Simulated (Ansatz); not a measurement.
# HF/3-21G run of C2H4FGa (SMILES C=[CH][GaH][F])

What is the electronic atomisation energy of C2H4FGa at HF/3-21G? 

The calculation is run with Ansatz 0.2.0.

67 further runs of the same task are left out: 2 that didn't finish, 65 set aside as unsound or not needed.

### Step 1. The molecule

C2H4FGa has 8 atoms, charge 0, and is taken as a singlet. As SMILES, `C=[CH][GaH][F]`. Geometry: relaxed at PBE0-D4/def2-TZVP. This is one conformer, not always the lowest.

Bond lengths: C1–C2 1.332 Å, C2–Ga3 1.936 Å, Ga3–F4 1.763 Å, C1–H5 1.088 Å, C1–H6 1.088 Å, C2–H7 1.087 Å, Ga3–H8 1.557 Å. Angles: C1–C2–Ga3 120.9°, C2–Ga3–F4 115.4°, C1–C2–H7 118.8°, Ga3–C2–H7 120.3°, C2–C1–H5 122.2°, C2–C1–H6 122.3°, C2–Ga3–H8 129.9°, F4–Ga3–H8 114.7°, H5–C1–H6 115.5°.

### Step 2. A single-point energy at HF/3-21G

File run.yaml:

```yaml
crystal:
  periodic: [false, false, false]
  atoms:
    - {symbol: C, position_ang: [-0.837100, 1.175400, 0.060900]}
    - {symbol: C, position_ang: [0.342600, 0.569500, -0.065000]}
    - {symbol: Ga, position_ang: [0.481700, -1.360200, -0.007600]}
    - {symbol: F, position_ang: [2.110500, -2.006100, -0.199600]}
    - {symbol: H, position_ang: [-1.762100, 0.620500, 0.200100]}
    - {symbol: H, position_ang: [-0.941100, 2.257800, 0.031600]}
    - {symbol: H, position_ang: [1.232300, 1.179600, -0.202300]}
    - {symbol: H, position_ang: [-0.626900, -2.436700, 0.182000]}
basis:
  gaussian: {orbitals: 3-21G-spherical.json}
hamiltonian: {xc: hf}
accuracy: high
output: {orbitals: {seedname: orbitals}}
```

The basis set 3-21G is read from a file made from the Basis Set Exchange's data (not shown).

On the command line:

```sh
ansatz run run.yaml --threads 1 --pin off --max-ram 3480MiB --events-out events.jsonl --progress --plain --runs-dir runs
```

Log:

```text
Warning: RAYON_NUM_THREADS=1 ignored (pool sized by the plan → 1); use --threads N
Functional definition: HF
  name "HF"
  exchange = exact_x
  correlation = 0
1152 factors; integrals over basis functions are off by at most 1.2e-8 eV
mean field evaluation 1: about -56880.2970 eV, gradient 3.4e1 eV
mean field evaluation 2: about -56880.5254 eV, gradient 3.4e1 eV
mean field evaluation 4: about -56882.9925 eV, gradient 2.2e0 eV
mean field evaluation 8: about -56883.0281 eV, gradient 1.7e-1 eV
mean field evaluation 16: about -56883.0283 eV, gradient 4.1e-8 eV
mean field -56883.02825377 eV, -2090.4127316248 hartree, gradient 4.1e-8 eV, S^2 0.000000; 0 other end points of the search recorded, 0 dependent functions left out
reference -56883.02825377 eV, -2090.4127316248 hartree; 28, 28 occupied and 29, 29 virtual orbitals, 1152 factors
Total energy: -56883.02825377 eV, -2090.4127316248 hartree
```

It took 0.89 s on 1 thread of Arm Neoverse V1, shared host; peak memory 0.13 GiB.

### Step 3. The C atom at the same level

File job.yaml:

```yaml
crystal:
  periodic: [false, false, false]
  atoms:
    - {symbol: C, position_ang: [0.000000, 0.000000, 0.000000]}
basis:
  gaussian:
    orbitals: 3-21G.json
hamiltonian:
  xc: hf
accuracy: high
magnetization:
  spin_polarized: true
  initial_magnetization: 2
```

The basis set 3-21G is read from a file made from the Basis Set Exchange's data (not shown).

Run the same way, it converges to -37.48107 Eh (log not shown).

### Step 4. The F atom at the same level

File job.yaml:

```yaml
crystal:
  periodic: [false, false, false]
  atoms:
    - symbol: F
      position_ang: [0.000000, 0.000000, 0.000000]
basis:
  gaussian:
    orbitals: 3-21G.json
total_charge: 0
magnetization:
  spin_polarized: true
  initial_magnetization: 1
hamiltonian:
  xc: hf
accuracy: high
```

The basis set 3-21G is read from a file made from the Basis Set Exchange's data (not shown).

Run the same way, it converges to -98.84501 Eh (log not shown).

### Step 5. The Ga atom, same level

File run.yaml:

```yaml
crystal:
  periodic: [false, false, false]
  atoms:
    - {symbol: Ga, position_ang: [0.000000, 0.000000, 0.000000]}
basis:
  gaussian:
    orbitals: 3-21G-spherical.json
magnetization:
  spin_polarized: true
  initial_magnetization: 1
hamiltonian:
  xc: hf
accuracy: high
```

The basis set 3-21G is read from a file made from the Basis Set Exchange's data (not shown).

Run the same way, it converges to -1913.79018 Eh (log not shown).

### Step 6. The H atom, same level

File job.yaml:

```yaml
crystal:
  periodic: [false, false, false]
  atoms:
    - {symbol: H, position_ang: [0.000000, 0.000000, 0.000000]}
basis:
  gaussian:
    orbitals: 3-21G.json
accuracy: high
hamiltonian:
  xc: hf
magnetization:
  spin_polarized: true
  initial_magnetization: 1
```

The basis set 3-21G is read from a file made from the Basis Set Exchange's data (not shown).

Run the same way, it converges to -0.49620 Eh (log not shown).

### Step 7. Results

Level: HF/3-21G.

```
                     quantity           value
       molecule: total energy  -2090.41273 Eh
        molecule: HOMO energy       -10.76 eV
        molecule: LUMO energy         1.56 eV
      molecule: HOMO–LUMO gap        12.32 eV
         C atom: total energy    -37.48107 Eh
                 C atom: ⟨S²⟩           2.001
         F atom: total energy    -98.84501 Eh
                 F atom: ⟨S²⟩           0.750
        Ga atom: total energy  -1913.79018 Eh
                Ga atom: ⟨S²⟩           0.750
         H atom: total energy     -0.49620 Eh
                 H atom: ⟨S²⟩           0.750
electronic atomisation energy       22.602 eV
```

In words: Taking the molecule apart into free atoms costs 22.60 eV (521 kcal/mol), before zero-point energy and without spin-orbit coupling. Hartree–Fock lacks the correlation of the bonding pairs, which as a rule makes this value much too low; in minimal bases other errors can mask that. The basis has no polarisation functions, which makes bonds too weak.
